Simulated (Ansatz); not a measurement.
# F2HO2Si radical: an energy map over bond length Si2–F5 and angle F5–Si2–F4

Aim: map the energy of F2HO2Si, SMILES [O][Si](O)(F)F, spin multiplicity 2 over two coordinates, and find its wells, ridges and stiffness.

Computed with Ansatz 0.2.0. Level: UKS PBE-D4/def2-SVP.

## 1. The system as given

6 atoms, charge 0, spin multiplicity 2.

Atoms are counted from 1 here; the program's logs count them from 0.

Bond lengths: O1–Si2 1.654 Å, Si2–O3 1.661 Å, Si2–F4 1.610 Å, Si2–F5 1.617 Å, O3–H6 0.975 Å. Angles: O1–Si2–O3 102.7°, O1–Si2–F4 115.7°, O1–Si2–F5 111.9°, O3–Si2–F4 107.1°, O3–Si2–F5 113.1°, F4–Si2–F5 106.4°, Si2–O3–H6 115.8°.

As a file:

```xyz
6

O     0.5158   -1.3112   -1.0164
Si   -0.2340   -0.0045   -0.3345
O     0.2142   -0.1182    1.2605
F    -1.8435   -0.0230   -0.3766
F     0.2262    1.3837   -1.0245
H     1.1633    0.0092    1.4453
```

This geometry comes from a loose relaxation at PBE in a small basis, which is not shown.

## 3. Setting up the map

- bond length Si2–F5: 11 values from 1.358 to 2.102 Å
- angle F5–Si2–F4: 11 values from 61.4 to 151.4 °

Nothing else is relaxed (all other coordinates rigid). Energies count from the relaxed molecule at the same level.

(The set-up runs are not shown.)

## 4. Point bond length Si2–F5 = 1.656 Å, angle F5–Si2–F4 = 106.4°

File input.yaml:

```yaml
crystal:
  periodic: [false, false, false]
  atoms:
    - { symbol: O, position_ang: [0.515742, -1.311385, -1.016243] }
    - { symbol: Si, position_ang: [-0.233999, -0.004482, -0.334537] }
    - { symbol: O, position_ang: [0.214204, -0.118269, 1.260433] }
    - { symbol: F, position_ang: [-1.843466, -0.023044, -0.376711] }
    - { symbol: F, position_ang: [0.235867, 1.417556, -1.041198] }
    - { symbol: H, position_ang: [1.163399, 0.009129, 1.445314] }
magnetization:
  spin_polarized: true
  initial_magnetization: 1
basis:
  gaussian: { orbitals: def2-SVP }
hamiltonian:
  xc: pbe
  dispersion: d4
output:
  forces: true
```

Command:

```sh
$ ansatz run input.yaml --threads 1 --pin off --max-ram 2560MiB --backend cpu --events-out ev --progress --plain --runs-dir out
```

Further runs follow: the other points that were computed.

What does the calculation give? Wanted: lowest point; largest force on an atom.

As calculated:

| quantity | value |
| --- | --- |
| lowest point | bond length Si2–F5 = 1.656 Å, angle F5–Si2–F4 = 106.4°, 2.3 kJ/mol |
| highest computed point (blank points may lie higher) | bond length Si2–F5 = 1.358 Å, angle F5–Si2–F4 = 61.4°, 777 kJ/mol above the lowest |
| largest force on an atom (eV/Å) | 1.2 at bond length Si2–F5 = 1.656 Å, angle F5–Si2–F4 = 106.4° to 30.5 at bond length Si2–F5 = 1.358 Å, angle F5–Si2–F4 = 61.4°; 1.2 at the lowest point |
| time for the whole task | 14 min on 1 thread, shared host |

The lowest computed point is at bond length Si2–F5 = 1.656 Å, angle F5–Si2–F4 = 106.4°, 2.3 kJ/mol from the relaxed molecule at the same level. The smooth surface has its minimum beside a grid point that was not computed. The grid is coarse, so the lowest point of the scanned range may lie between grid points; coordinates that were held can hide deeper minima. The highest computed point, bond length Si2–F5 = 1.358 Å, angle F5–Si2–F4 = 61.4°, lies 777 kJ/mol above the lowest.
